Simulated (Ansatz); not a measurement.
# Alloy of LiH and LiF (14 of 32 H sites exchanged), 64 atoms

Wanted: the relaxed alloy cell and its gap (PBEsol, HSE06 and r²SCAN).

Program: Ansatz 0.2.0, PAW, plane waves. These are calculated values, not measurements.

## 1. The system as built

64 atoms (14 F, 18 H, 32 Li); a = 7.984 Å, b = 7.984 Å, c = 7.984 Å, α = 90.00°, β = 90.00°, γ = 90.00°. All atoms were shaken off their sites by about 0.02 Å along each axis.

The runs, in order: (2) PBEsol cell relaxation at the single k point (¼, ¼, ¼), on 7 threads of Arm Neoverse-V2; (3) HSE06 single point at the Γ point alone, on 7 threads of Arm Neoverse-V2; (4) r²SCAN single point at the Γ point alone, on 7 threads of Arm Neoverse-V2.

## 2. Relaxing cell and atoms with PBEsol

Input file in.yaml:

```yaml
crystal:
  lattice:
    - [7.984247, 0.000000, 0.000000]
    - [0.000000, 7.984247, 0.000000]
    - [0.000000, 0.000000, 7.984247]
  atoms:
    - { symbol: F, position: [0.248630, 0.000211, 0.003884] }
    - { symbol: F, position: [0.251494, 0.499319, 0.997195] }
    - { symbol: F, position: [0.752644, 0.002829, 0.000916] }
    - { symbol: F, position: [0.002671, 0.249803, 0.996909] }
    - { symbol: F, position: [0.000761, 0.746582, 0.997436] }
    - { symbol: F, position: [0.498328, 0.251135, 0.502292] }
    - { symbol: F, position: [0.503776, 0.748060, 0.002405] }
    - { symbol: F, position: [0.504255, 0.748677, 0.501366] }
    - { symbol: F, position: [0.003537, 0.000974, 0.249688] }
    - { symbol: F, position: [0.001160, 0.997520, 0.744753] }
    - { symbol: F, position: [0.993691, 0.496800, 0.753749] }
    - { symbol: F, position: [0.503832, 0.999307, 0.247503] }
    - { symbol: F, position: [0.255778, 0.750083, 0.248916] }
    - { symbol: F, position: [0.753951, 0.253646, 0.748845] }
    - { symbol: H, position: [0.242975, 0.993148, 0.500206] }
    - { symbol: H, position: [0.252842, 0.505718, 0.502958] }
    - { symbol: H, position: [0.752340, 0.000069, 0.501506] }
    - { symbol: H, position: [0.748673, 0.497518, 0.002520] }
    - { symbol: H, position: [0.746523, 0.499842, 0.503779] }
    - { symbol: H, position: [0.996106, 0.253517, 0.502656] }
    - { symbol: H, position: [0.000421, 0.748181, 0.501945] }
    - { symbol: H, position: [0.501830, 0.254262, 0.998366] }
    - { symbol: H, position: [0.000730, 0.503317, 0.251413] }
    - { symbol: H, position: [0.496410, 0.999390, 0.751056] }
    - { symbol: H, position: [0.503727, 0.496458, 0.249416] }
    - { symbol: H, position: [0.498967, 0.503287, 0.750865] }
    - { symbol: H, position: [0.257680, 0.249626, 0.252696] }
    - { symbol: H, position: [0.250195, 0.249944, 0.749843] }
    - { symbol: H, position: [0.251252, 0.748105, 0.749476] }
    - { symbol: H, position: [0.753985, 0.250004, 0.249817] }
    - { symbol: H, position: [0.747699, 0.748729, 0.248847] }
    - { symbol: H, position: [0.749179, 0.746248, 0.750041] }
    - { symbol: Li, position: [0.004806, 0.003993, 0.998297] }
    - { symbol: Li, position: [0.997848, 0.000681, 0.498130] }
    - { symbol: Li, position: [0.000741, 0.495686, 0.996353] }
    - { symbol: Li, position: [0.996586, 0.498830, 0.499880] }
    - { symbol: Li, position: [0.498122, 0.998532, 0.000698] }
    - { symbol: Li, position: [0.500925, 0.997820, 0.498840] }
    - { symbol: Li, position: [0.499904, 0.498697, 0.998942] }
    - { symbol: Li, position: [0.500372, 0.501494, 0.504120] }
    - { symbol: Li, position: [0.250232, 0.249887, 0.000692] }
    - { symbol: Li, position: [0.254665, 0.250011, 0.498007] }
    - { symbol: Li, position: [0.252407, 0.751599, 0.003057] }
    - { symbol: Li, position: [0.251147, 0.756355, 0.498944] }
    - { symbol: Li, position: [0.751812, 0.249788, 0.998856] }
    - { symbol: Li, position: [0.746850, 0.249278, 0.499020] }
    - { symbol: Li, position: [0.749980, 0.750086, 0.999970] }
    - { symbol: Li, position: [0.750405, 0.751875, 0.501514] }
    - { symbol: Li, position: [0.249706, 0.997932, 0.252269] }
    - { symbol: Li, position: [0.251549, 0.997151, 0.749428] }
    - { symbol: Li, position: [0.250891, 0.495503, 0.250298] }
    - { symbol: Li, position: [0.250181, 0.498710, 0.749393] }
    - { symbol: Li, position: [0.751529, 0.996593, 0.250037] }
    - { symbol: Li, position: [0.751508, 0.002574, 0.747647] }
    - { symbol: Li, position: [0.749901, 0.499746, 0.249898] }
    - { symbol: Li, position: [0.746878, 0.501535, 0.750573] }
    - { symbol: Li, position: [0.003874, 0.251220, 0.248532] }
    - { symbol: Li, position: [0.000911, 0.255085, 0.749130] }
    - { symbol: Li, position: [0.001966, 0.753369, 0.251280] }
    - { symbol: Li, position: [0.996861, 0.747900, 0.745995] }
    - { symbol: Li, position: [0.499091, 0.247379, 0.246593] }
    - { symbol: Li, position: [0.496640, 0.248568, 0.747914] }
    - { symbol: Li, position: [0.501069, 0.750563, 0.245703] }
    - { symbol: Li, position: [0.496237, 0.746827, 0.750383] }
  symmetry: { detect: false }
kpoints:
  mp_grid: { grid: [1, 1, 1], shift: [0.25, 0.25, 0.25] }
hamiltonian:
  xc: pbesol
scf:
  occupations: { method: fermi_dirac, width: 0.01 }
relax:
  f_tol: 0.03
  max_steps: 80
  escape_saddle: false
  adjacent_minimum: "off"
  cell: { fix: [shape] }
output:
  forces: true
  eigenvalues: true
  populations: true
```

Launch:

```bash
ansatz run in.yaml --threads 7 --pin off --max-ram 13300MiB --runs-dir r --events-out ev --progress --plain
```

The runs that follow: Single point with HSE06; r²SCAN single point.

**Question.** What will these runs give? Wanted: for each run, top filled to lowest empty.

The runs gave:

```
             level                  time   k points  top filled to lowest empty (eV)
PBEsol, relaxation  13 s (7 CPU threads)  (¼, ¼, ¼)                             5.21
             HSE06  33 s (7 CPU threads)          Γ                             6.18
            r²SCAN   8 s (7 CPU threads)          Γ                             5.65
```

```
     quantity                                                                      value
   relaxation                                           4 recorded steps, 0.17 eV gained
largest shift                                                               0.08 Å (H15)
 relaxed cell  a = 8.010 Å, b = 8.010 Å, c = 8.010 Å, α = 90.00°, β = 90.00°, γ = 90.00°
   mean bonds                                                  F–Li 1.998, Li–Li 2.832 Å
```

**In words.** The relaxation lowers the energy by 0.17 eV; the largest shift is 0.08 Å (H15), while the volume changes by +1.0 %. The mean lengths of the listed bonds run from F–Li 2.00 Å to Li–Li 2.83 Å. At the same k points, r²SCAN gives a spacing 0.53 eV smaller than the 6.18 eV of HSE06. Rows on different k points differ by sampling as well as by level. The HSE06 single point took about 4.2 times as long as the r²SCAN one on the same kind of device. With one k point the spacing samples only the states that fold onto it, so it can exceed the gap over the zone.
